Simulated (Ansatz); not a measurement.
# C2H8Ge: the cost of one run

Method: PBE0-D4/def2-TZVP structures, single points in def2-TZVPP, no counterpoise correction; program: Ansatz 0.2.0, Gaussian basis.

Levels: SPW92, PBE-D4, BLYP-D4, r2SCAN-D4, B97M-V, PBE0-D4, B3LYP-D4, r2SCAN0-D4, BHLYP-D4, CAM-B3LYP-D4, wB97X-V, wB97M-V, B2PLYP, PBE-QIDH, RPA on PBE, Hartree-Fock, MP2, CCSD, CCSD(T).

Correlated methods freeze the cores. Filled d shells of the heavier atoms are correlated. B3LYP uses VWN-RPA correlation. B2PLYP carries no dispersion term here.

94 further runs of the same task are left out: 94 set aside as unsound or not needed. Runs told in other sessions of the task aren't counted.

**1. The starting structure**

The complex: 13 atoms, charge 0, spin multiplicity 1.

Atoms are counted from 1 here; the program's logs count them from 0.

Bond lengths: Ge1–C2 1.960 Å, Ge1–H4 1.541 Å, Ge1–H5 1.542 Å, Ge1–H6 1.540 Å, C2–C3 1.522 Å, C2–H9 1.093 Å, C2–H10 1.094 Å, C3–H11 1.093 Å, C3–H12 1.094 Å, C3–H13 1.093 Å, H7–H8 0.746 Å. Angles: C2–Ge1–H4 110.1°, C2–Ge1–H5 110.1°, C2–Ge1–H6 111.2°, H4–Ge1–H5 108.1°, H4–Ge1–H6 108.7°, H5–Ge1–H6 108.6°, Ge1–C2–C3 113.0°, Ge1–C2–H9 107.6°, Ge1–C2–H10 107.6°, C3–C2–H9 110.8°, C3–C2–H10 110.8°, H9–C2–H10 106.6°, C2–C3–H11 111.6°, C2–C3–H12 111.4°, C2–C3–H13 111.5°, H11–C3–H12 107.4°, H11–C3–H13 107.3°, H12–C3–H13 107.4°.

Geometry (Å):

| atom | x (Å) | y (Å) | z (Å) |
| --- | --- | --- | --- |
| Ge1 | -0.19733 | 0.52750 | 1.32387 |
| C2 | 0.74622 | 0.18864 | -0.35992 |
| C3 | 0.06568 | 0.82612 | -1.56297 |
| H4 | -0.26946 | 2.04307 | 1.59337 |
| H5 | -1.63828 | -0.01387 | 1.24046 |
| H6 | 0.51480 | -0.15215 | 2.50760 |
| H7 | -0.47219 | -3.27787 | 0.71310 |
| H8 | -0.99891 | -2.78973 | 0.91682 |
| H9 | 0.82203 | -0.89474 | -0.48488 |
| H10 | 1.76785 | 0.56219 | -0.24794 |
| H11 | -0.00341 | 1.91195 | -1.45667 |
| H12 | 0.61393 | 0.62231 | -2.48695 |
| H13 | -0.95093 | 0.44679 | -1.69568 |

Its parts: C2H8Ge holds atoms 1, 2, 3, 4, 5, 6, 9, 10, 11, 12, 13; H2 holds atoms 7, 8. Each part counts its atoms afresh in its own runs.

**2. Relaxing C2H8Ge alone**

relax-a/in.yaml

```yaml
crystal:
  periodic: [false, false, false]
  atoms:
    - {symbol: Ge, position_ang: [-0.197331, 0.527497, 1.323866]}
    - {symbol: C, position_ang: [0.746219, 0.188644, -0.359922]}
    - {symbol: C, position_ang: [0.065680, 0.826115, -1.562971]}
    - {symbol: H, position_ang: [-0.269455, 2.043069, 1.593373]}
    - {symbol: H, position_ang: [-1.638281, -0.013867, 1.240458]}
    - {symbol: H, position_ang: [0.514798, -0.152148, 2.507598]}
    - {symbol: H, position_ang: [0.822028, -0.894741, -0.484877]}
    - {symbol: H, position_ang: [1.767853, 0.562188, -0.247936]}
    - {symbol: H, position_ang: [-0.003412, 1.911945, -1.456671]}
    - {symbol: H, position_ang: [0.613934, 0.622310, -2.486954]}
    - {symbol: H, position_ang: [-0.950930, 0.446788, -1.695683]}
basis:
  gaussian: {orbitals: def2-TZVP}
hamiltonian: {xc: pbe0, dispersion: d4}
relax: {f_tol: 0.005, max_steps: 200}
```

Launch:

```
$ ansatz run in.yaml --threads 8 --pin off --events-out ev --progress --plain --max-ram 19148MiB
```

**Question.** How long does this run take on 8 threads of Arm Neoverse V1, shared host?

About 3.6 s.
